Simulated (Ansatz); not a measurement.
# ZrSi7: the cost of one run

Program: Ansatz 0.2.0. Level of theory: DFT PBE, scalar-relativistic, plane waves, PAW. These are calculated values, not measurements.

### 1 The structure to begin with

The cell holds 16 atoms (Si14Zr2): a = 6.389 Å, b = 6.560 Å, c = 6.442 Å, α = 89.98°, β = 87.19°, γ = 86.27°.

It is the last frame of an earlier stage of the same melt, run at 2530 K.

As a file:

```
CELL_PARAMETERS angstrom
6.38346 0.21074 0.15755
0.21074 6.55616 -0.00131
0.15755 -0.00131 6.44001
ATOMIC_POSITIONS crystal
Si 0.78439 0.38163 0.82819
Si 0.92263 0.37955 0.16420
Si 0.95662 0.76314 0.40343
Si 0.01935 0.04452 0.67370
Si 0.43532 0.79006 0.50702
Si 0.49335 0.32963 0.48096
Si 0.50967 0.16434 0.80467
Si 0.93278 0.33608 0.52028
Si 0.71950 0.78629 0.72204
Si 0.17169 0.64942 0.73188
Si 0.17668 0.08869 0.38285
Si 0.66641 0.58251 0.32022
Si 0.27100 0.38506 0.10073
Si 0.73774 0.06112 0.42576
Zr 0.85503 0.96093 0.09066
Zr 0.33499 0.85314 0.04623
```

### 2 Stage at 1820 K

One k point, a Fermi-Dirac width of 0.157 eV and a fixed cell.

File input.yaml:

```yaml
crystal:
  lattice:
    - [6.383461, 0.210742, 0.157552]
    - [0.210742, 6.556163, -0.001312]
    - [0.157552, -0.001312, 6.440008]
  atoms:
    - { symbol: Si, position: [0.784385025, 0.3816271144, 0.8281888696] }
    - { symbol: Si, position: [0.9226285703, 0.379550852, 0.1642017666] }
    - { symbol: Si, position: [0.9566179468, 0.7631426566, 0.4034304417] }
    - { symbol: Si, position: [0.019346815, 0.0445240996, 0.6737001374] }
    - { symbol: Si, position: [0.435315947, 0.7900632136, 0.5070160274] }
    - { symbol: Si, position: [0.4933520157, 0.3296267533, 0.4809620769] }
    - { symbol: Si, position: [0.5096665695, 0.1643358578, 0.8046681125] }
    - { symbol: Si, position: [0.9327812559, 0.3360790656, 0.5202820299] }
    - { symbol: Si, position: [0.7194988148, 0.786290778, 0.722041774] }
    - { symbol: Si, position: [0.1716901697, 0.6494209806, 0.7318804275] }
    - { symbol: Si, position: [0.1766755505, 0.0886937011, 0.3828506208] }
    - { symbol: Si, position: [0.6664126455, 0.5825066152, 0.3202158805] }
    - { symbol: Si, position: [0.270999972, 0.3850592364, 0.1007331338] }
    - { symbol: Si, position: [0.7377423543, 0.0611182795, 0.4257567606] }
    - { symbol: Zr, position: [0.8550314028, 0.9609256232, 0.0906577842] }
    - { symbol: Zr, position: [0.3349890698, 0.8531447728, 0.0462322744] }
  symmetry: { detect: false }
basis:
  ecutwfc: 420
  xc_grid: 1
kpoints:
  mp_grid: { grid: [1, 1, 1], shift: [0.25, 0.25, 0.25] }
hamiltonian:
  xc: pbe
scf:
  occupations: { method: fermi_dirac, width: 0.1568 }
  lower_state_search: "off"
  convergence: { dr2_threshold: 1.0e-05 }
output:
  forces: true
  stress: true
md:
  timestep: 3.0
  n_steps: 250
  ensemble: nvt_langevin
  friction: 0.03
  temperature: 1820.0
  initial_velocities: maxwell_boltzmann
  seed: 61702
```

Command:

```console
$ ansatz run input.yaml --threads 2 --pin off --max-ram 5120MiB --backend cpu --events-out ev --progress --plain --runs-dir out
```

Q: Estimate wall time and peak memory on 2 threads of Arm Neoverse V2, shared host.

About 2.9 min, with a peak of 0.4 GiB.
